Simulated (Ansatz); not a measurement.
# Ru: the cost of one run

Computed with Ansatz 0.2.0 (DFT PBE, scalar-relativistic, plane waves, PAW, unless a step's input says otherwise).

16 further runs of the same task are left out: 16 set aside as unsound or not needed.

### 1 Starting point

It takes space group P6_3/mmc (No. 194, hexagonal). Conventional cell: a = 2.720 Å, b = 2.720 Å, c = 4.297 Å, α = 90.00°, β = 90.00°, γ = 120.00°. Around Ru (site symmetry -6m2) lie 12 Ru at 2.66 to 2.72 Å.

Coordinates:

```
CELL_PARAMETERS angstrom
2.71980 0.00000 0.00000
-1.35990 2.35541 0.00000
0.00000 0.00000 4.29666
ATOMIC_POSITIONS crystal
Ru 0.33333 0.66667 0.25000
Ru 0.66667 0.33333 0.75000
```

This cell was relaxed beforehand with the same method: volume 13.76 Å³/atom, gap on the mesh none (metal).

### 2 The scan

The energy is mapped over the lattice constants a and c of the conventional cell.

- lattice constant a (and b): 7 values from 2.529 to 2.910 Å
- lattice constant c: 7 values from 3.781 to 4.812 Å

Nothing else is relaxed (symmetry fixes all fractional coordinates). Energies count from the relaxed crystal. Points are written as (first, second).

### 3 Point (2.529 Å, 4.125 Å)

The input, input.yaml:

```yaml
crystal:
  lattice:
    - [2.5294, 0.0, 0.0]
    - [-1.2647, 2.1905246563, 0.0]
    - [0.0, 0.0, 4.1248]
  atoms:
    - { symbol: Ru, position: [0.3333333333, 0.6666666667, 0.25] }
    - { symbol: Ru, position: [0.6666666667, 0.3333333333, 0.75] }
basis:
  ecutwfc: 420
kpoints:
  mp_grid: { grid: [18, 18, 10] }
hamiltonian:
  xc: pbe
  pseudopotentials: { kind: paw, azcp: { folder: soft_1 } }
scf:
  occupations: { method: gaussian, width: 0.15 }
output:
  forces: true
  stress: true
  eigenvalues: true
```

The run is started by

```sh
> ansatz run input.yaml --threads 1 --pin off --max-ram 2048MiB --backend cpu --events-out ev --progress --plain --runs-dir out
```

What time and memory should one allow on 1 thread of Arm Neoverse N1, shared host?

About 8 s, with a peak of 0.34 GiB.
